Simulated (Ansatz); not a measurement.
# AsH (singlet): from Hartree-Fock to the top rungs at distance As1–H2 = 1.672 Å, aug-cc-pVDZ

The task here is to estimate one member of a computed series from the others.

Method: aug-cc-pVDZ, core rule «outside noble gas», up to 14 orbitals frozen; program: Ansatz 0.2.0, Gaussian basis.

The runs, in order: UHF; CCSD(T) on RHF; CCSD(T) on UHF; BCCD(T) on RHF; CISD; CCSDT(Q) on RHF; CCSDT(Q) on UHF; CASSCF and MRCISD+Q, 2 electrons in 2 orbitals; CASSCF and NEVPT2, 2 electrons in 2 orbitals; CASSCF and MRCISD+Q, 6 electrons in 5 orbitals; CASSCF and NEVPT4(SD), 6 electrons in 5 orbitals; CASSCF and NEVPT2, 6 electrons in 5 orbitals; Full CI.

22 further runs of the same task are left out: 1 for a known fault of the program, 15 that didn't finish, 6 set aside as unsound or not needed.

### The geometry

The geometry derives from a PBE0/def2-TZVP stationary point (not a proven minimum). One bond is set to the value named and the two fragments are kept rigid. No spin-orbit coupling is included. The filled d shell of As may be among the frozen orbitals whatever the setting's name suggests; the logs give the count.

2 atoms, charge 0, spin multiplicity 1.

Atoms are counted from 1 here; the program's logs count them from 0.

Bond lengths: As1–H2 1.672 Å.

Coordinates:

```xyz
2
AsH
As    0.0000    0.0000    0.0000
H     0.0000    0.0000    1.6720
```

Set-up of the first run:

Input file in.yaml:

```yaml
crystal:
  periodic: [false, false, false]
  atoms:
    - {symbol: As, position_ang: [0.000000, 0.000000, 0.000000]}
    - {symbol: H, position_ang: [0.000000, 0.000000, 1.672000]}
basis:
  gaussian: {orbitals: aug-cc-pVDZ}
magnetization: {spin_polarized: true, initial_magnetization: 0}
hamiltonian: {xc: hf}
output: {orbitals: {seedname: orbitals}}
```

The run is started by

```sh
$ ansatz run in.yaml --threads 1 --pin off --events-out ev --progress --plain --max-ram 2393MiB
```

Steps of the session up to this table: UHF; CCSD(T) on RHF; CCSD(T) on UHF; BCCD(T) on RHF; CISD; CCSDT(Q) on RHF; CCSDT(Q) on UHF; CASSCF and MRCISD+Q, 2 electrons in 2 orbitals; CASSCF and NEVPT2, 2 electrons in 2 orbitals; CASSCF and MRCISD+Q, 6 electrons in 5 orbitals; CASSCF and NEVPT4(SD), 6 electrons in 5 orbitals; CASSCF and NEVPT2, 6 electrons in 5 orbitals; Full CI.

One of the session's tables, all rows but one given; the rest of the session is left out.

| method | from FCI (meV) |
| --- | --- |
| RHF | +3640.4 |
| RMP2 | +1143.1 |
| CISD | +543.6 |
| RCCSD | +331.3 |
| RCCSD(T) | +170.4 |
| BCCD(T) | +172.6 |
| RCCSDT | ? |
| RCCSDT(Q) | -5.0 |
| CASSCF pair | +3068.2 |
| NEVPT2 pair | +606.2 |
| MRCISD pair | +189.3 |
| MRCISD+Q pair | -30.2 |
| CASSCF valence | +2518.5 |
| NEVPT2 valence | +628.9 |
| NEVPT4(SD) valence | +55.3 |
| MRCISD valence | +123.2 |
| MRCISD+Q valence | -22.2 |
| FCI | 0 |

**Question.** Estimate the row for RCCSDT.

As computed: from FCI (meV): +14.5. In the column «from FCI (meV)» it lies between FCI (0) and NEVPT4(SD) valence (+55.3).

Left out of the table: UHF, UMP2, UCCSD, UCCSD(T), UCCSDT, UCCSDT(Q) (another determinant or state than the rows shown).

To keep in mind: The report flags that the cluster equations may have other roots. The program flags RCCSDT(Q) as in doubt, so those rows may rest on another solution; read them beside their warnings. RCCSDT(Q), MRCISD+Q pair, MRCISD+Q valence fall below full CI, which methods that aren't variational can do.
